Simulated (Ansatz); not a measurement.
# Vanadium, hcp under r²SCAN: ground state and equation of state

Aim: take vanadium in the hcp structure, relax it, solve it on a dense k-mesh, switch on spin-orbit coupling, then scale the cell to 7 volumes from 88 to 112 % of the relaxed one and try a fit of the equation of state. The k-meshes are 13×13×7 for the relaxation; 23×23×11 for the dense run; 14×14×7 for spin-orbit coupling; 16×16×8 for the volumes.

This is V in the hcp structure; at room conditions it is bcc.

Method: DFT r2SCAN, plane waves (500 eV) with PAW, scalar-relativistic; the PAW data stem from PBE, with regenerated cores, in Ansatz 0.2.0.

## 1. The structure to begin with

Symmetry: P6_3/mmc, No. 194, hexagonal system. The conventional cell has a = 2.694 Å, b = 2.694 Å, c = 4.399 Å, α = 90.00°, β = 90.00°, γ = 120.00°. V (site symmetry -6m2) is surrounded by 12 V at 2.69 Å.

Coordinates:

```
V
1.0
     2.69407    0.00000    0.00000
    -1.34704    2.33314    0.00000
     0.00000    0.00000    4.39942
V
2
Direct
  0.33333 0.66667 0.25000
  0.66667 0.33333 0.75000
```

## 2. Geometry optimisation

Input file input.yaml:

```yaml
crystal:
  lattice:
    - [2.6940739632, 0.0, 0.0]
    - [-1.3470369816, 2.3331364918, 0.0]
    - [0.0, 0.0, 4.3994227819]
  atoms:
    - { symbol: V, position: [0.3333333333, 0.6666666667, 0.25] }
    - { symbol: V, position: [0.6666666667, 0.3333333333, 0.75] }
hamiltonian:
  xc: r2scan
  pseudopotentials:
    kind: paw
    azcp:
      V: "pseudopotentials/V.paw.azcp"
basis:
  ecutwfc: 500
  fft_grid_basis: typed
kpoints:
  mp_grid: { grid: [13, 13, 7], shift: [0, 0, 0] }
magnetization:
  spin_polarized: false
scf:
  occupations: { method: fermi_dirac, width: 0.1 }
relax:
  max_steps: 60
  f_tol: 0.01
  cell: {}
output:
  write_density: true
  write_potential: true
  elf: true
  volumetric_format: npy
```

Command:

```sh
$ ansatz run input.yaml --threads 1 --pin off --max-ram 3584MiB --backend cpu --events-out ev --progress --plain --runs-dir out
```

After this run come: The energy on a finer k-mesh; A two-component run at the same geometry; Equation of state: 88 %; Equation of state: 92 %; Equation of state: 96 %; Equation of state: 100 %; Equation of state: 104 %; Equation of state: 108 %; Equation of state: 112 %.

Q: Predict the outcome of this session. Wanted: space group; conventional cell; volume; shortest distance; gap on the mesh; relative to bcc; V₀, B₀, B₀′.

The runs gave:

| quantity | value |
| --- | --- |
| space group (spins left aside) | P6_3/mmc (No. 194) |
| conventional cell | a = 2.601 Å, c = 4.663 Å (c/a = 1.793) |
| volume | 13.662 Å³/atom |
| shortest distance | 2.601 Å |
| gap on the mesh | none (levels filled in part) |
| relative to bcc | +271 meV/atom |
| V₀, B₀, B₀′ | 13.630 Å³/atom, 183 GPa, 3.8 |

In words: The relaxation shrank the cell by 1.2 % in volume. Against the reference form of vanadium (bcc, computed apart with the same settings) it stands 271 meV/atom higher, so it is far from stable. No gap shows: it is a metal or semimetal at this level. The total energy of the spin-orbit run lies +0.88 eV/atom from the scalar one, but the two kinds of run don't share a zero of energy: only differences within one kind count. The fitted modulus is 183 GPa; letting shape and positions relax at each volume could only lower it. The symmetry was held, so the structure may be unstable against distortions that break it.
